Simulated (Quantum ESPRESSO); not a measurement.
NaTaO2:

```
Na Ta O
1.0
     1.55718    0.89904    5.65317
    -1.55718    0.89904    5.65317
     0.00000   -1.79808    5.65317
Na Ta O
1 1 2
Direct
  0.50000 0.50000 0.50000
  0.00000 0.00000 0.00000
  0.26670 0.26670 0.26670
  0.73330 0.73330 0.73330
```

The cell comes from a database or a generator and needn't be the stable form of this composition.

Base run:

```yaml
Program: Quantum ESPRESSO 7.5
Functional: RPBE
Potentials_or_basis: PseudoDojo 0.5 SR PBE standard
Cutoff: 1197 eV
Density_cutoff: 4789 eV
k_mesh: 7 × 7 × 7
Occupations: gaussian, width 0.05 eV
Spin: collinear spin, ferromagnetic start
Starting_moments: "[0.0, 2.0, 0.0, 0.0] μB"
Hubbard_terms: Ta d U = 7 eV
```

Its results: band gap on the k mesh none (metal or under the smearing width); pressure 21.6 GPa; net moment 2.00 μB per cell; site moments Na +0.01; Ta +0.87; O +0.01 μB; largest force 2.072 eV/Å.

Task: The run is repeated on the same cell with these changes: functional from RPBE to LDA. What comes out?

Result: Band gap on the k mesh none (metal or under the smearing width); pressure 7.7 GPa; net moment 1.99 μB per cell; site moments Na +0.01; Ta +0.84; O +0.04 μB; largest force 1.499 eV/Å.

LDA binds more tightly than RPBE, so the same cell stands under less pressure.

Caveats: the potentials were made for another functional, which shifts forces and pressure.

Not every run made on this cell is shown here.
